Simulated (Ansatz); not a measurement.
Working through a rigid torsion scan of BH4O2P, SMILES OB(O)P

With Ansatz 0.2.0 through its Python package.

At the Python prompt:
```pycon
>>> import ansatz as az
>>> from ase import Atoms
>>> atoms = Atoms(["O", "B", "O", "P", "H", "H", "H", "H"], positions=[
...     (-1.4302, -0.9629, -0.3972),
...     (-0.4262, 0.0, 0.0465),
...     (-0.691, 1.4322, -0.0605),
...     (1.2494, -0.6228, 0.7745),
...     (-1.985, -1.1332, 0.4053),
...     (-0.3516, 1.6828, -0.9565),
...     (1.7464, -1.0761, -0.5131),
...     (1.8882, 0.68, 0.7009),
... ])
>>> first = (
...     az.Crystal.molecule_from_ase(atoms).calculation()
...     .basis(gaussian="def2-SVP")
...     .functional("hf")
...     .relax(force_tolerance=0.02, max_steps=80)
... )
>>> atoms.positions = first.run().report["positions_ang"]
>>> start = atoms.get_dihedral(2, 1, 0, 4)
>>> energies = {}
>>> for turn in range(0, 360, 40):
...     turned = atoms.copy()
...     turned.set_dihedral(2, 1, 0, 4, start + turn, indices=[0, 4])
...     model = az.Crystal.molecule_from_ase(turned).calculation()
...     model = model.basis(gaussian="def2-SVP")
...     model = model.functional("hf")
...     energies[round((start + turn) % 360)] = model.run().report["free_energy_ev"]
...
>>> floor = min(energies.values())
>>> print("dihedral O2-B1-O0-H4 (deg)   E - E(min) (kJ/mol)")
dihedral O2-B1-O0-H4 (deg)   E - E(min) (kJ/mol)
>>> for angle, e in sorted(energies.items()):
...     print(f"{angle:8d} {96.485332 * (e - floor):14.3f}  " + "#" * int(30 * (e - floor) / max(max(energies.values()) - floor, 1e-9)))
...
      39         14.874  ##############
      79         30.138  #############################
     119         20.709  ####################
     159          0.204
     199          0.000
     239         20.615  ####################
     279         30.329  ##############################
     319         14.884  ##############
     359          3.490  ###
```

The scan is rigid and the energies are electronic, in a modest basis. With rigid groups the curve can differ much from the relaxed path, the start wasn't checked as a minimum of this torsion, and equivalent turns needn't return to the same energy. Wall time of the script: 23 s on 1 thread of Arm Neoverse V1 (shared host), peak memory 0.21 GiB.
